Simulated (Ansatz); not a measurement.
# CH5BCl3N: basis-set convergence

Aim: see how fast density functionals converge with the basis set for CH5BCl3N.

Computed with Ansatz 0.2.0, Gaussian basis. Level: one geometry, several basis sets.

The runs, in order: PBE0-D4/def2-SVP; ωB97M-V/def2-SVP; PBE0-D4/def2-QZVPP; ωB97M-V/def2-QZVPP; the functionals' def2-TZVPP values are taken from earlier runs.

## (1) The geometry

An earlier PBE0-D4 in a triple-zeta def2 set relaxation fixed the geometry.

SMILES `C[NH2+][B-](Cl)(Cl)Cl`, 11 atoms, charge 0, spin multiplicity 1.

Atoms are counted from 1 here; the program's logs count them from 0.

Bond lengths: C1–N2 1.476 Å, C1–H7 1.090 Å, C1–H8 1.087 Å, C1–H9 1.087 Å, N2–B3 1.614 Å, N2–H10 1.019 Å, N2–H11 1.019 Å, B3–Cl4 1.827 Å, B3–Cl5 1.835 Å, B3–Cl6 1.827 Å. Angles: N2–C1–H7 110.1°, N2–C1–H8 108.3°, N2–C1–H9 108.3°, H7–C1–H8 110.4°, H7–C1–H9 110.4°, H8–C1–H9 109.2°, C1–N2–B3 117.2°, C1–N2–H10 110.4°, C1–N2–H11 110.4°, B3–N2–H10 105.8°, B3–N2–H11 105.8°, H10–N2–H11 106.5°, N2–B3–Cl4 106.7°, N2–B3–Cl5 103.7°, N2–B3–Cl6 106.7°, Cl4–B3–Cl5 112.7°, Cl4–B3–Cl6 113.6°, Cl5–B3–Cl6 112.7°.

## (2) PBE0-D4 in def2-SVP

The input, in.yaml:

```yaml
crystal:
  periodic: [false, false, false]
  atoms:
    - {symbol: C, position_ang: [0.133876, -1.081922, 0.824139]}
    - {symbol: N, position_ang: [0.548424, -0.125419, -0.220774]}
    - {symbol: B, position_ang: [-0.486241, 1.056710, -0.591287]}
    - {symbol: Cl, position_ang: [-2.008442, 0.249700, -1.199378]}
    - {symbol: Cl, position_ang: [0.384946, 2.001252, -1.900760]}
    - {symbol: Cl, position_ang: [-0.735064, 2.032134, 0.933502]}
    - {symbol: H, position_ang: [0.914460, -1.825403, 0.982081]}
    - {symbol: H, position_ang: [-0.787400, -1.561476, 0.501922]}
    - {symbol: H, position_ang: [-0.052523, -0.526829, 1.740490]}
    - {symbol: H, position_ang: [1.415903, 0.337787, 0.045393]}
    - {symbol: H, position_ang: [0.737562, -0.613633, -1.094726]}
basis:
  gaussian: {orbitals: def2-SVP}
hamiltonian: {xc: pbe0, dispersion: d4}
output: {orbitals: {seedname: orbitals}}
```

Started as:

```
> ansatz run in.yaml --threads 4 --pin off --events-out ev --progress --plain --max-ram 11315MiB
```

The runs that follow: ωB97M-V in def2-SVP; PBE0-D4 in def2-QZVPP; ωB97M-V in def2-QZVPP.

Before running them: what should the planned runs give, taken together? Wanted: PBE0-D4: double and triple zeta above quadruple; ωB97M-V: double and triple zeta above quadruple.

**Answer**, as computed:

| quantity | value |
| --- | --- |
| PBE0-D4: double and triple zeta above quadruple | 17.65, 1.28 eV |
| ωB97M-V: double and triple zeta above quadruple | 17.60, 1.22 eV |

**Reading.** For PBE0-D4 the step from double to triple zeta gains 16.37 eV and the next only 1.28 eV. Total energies overstate the basis error of differences, where much of it tends to cancel. The LUMO of ωB97M-V is positive and keeps falling with the basis (2.19 to 0.80 eV): an unbound level that the basis holds in place.
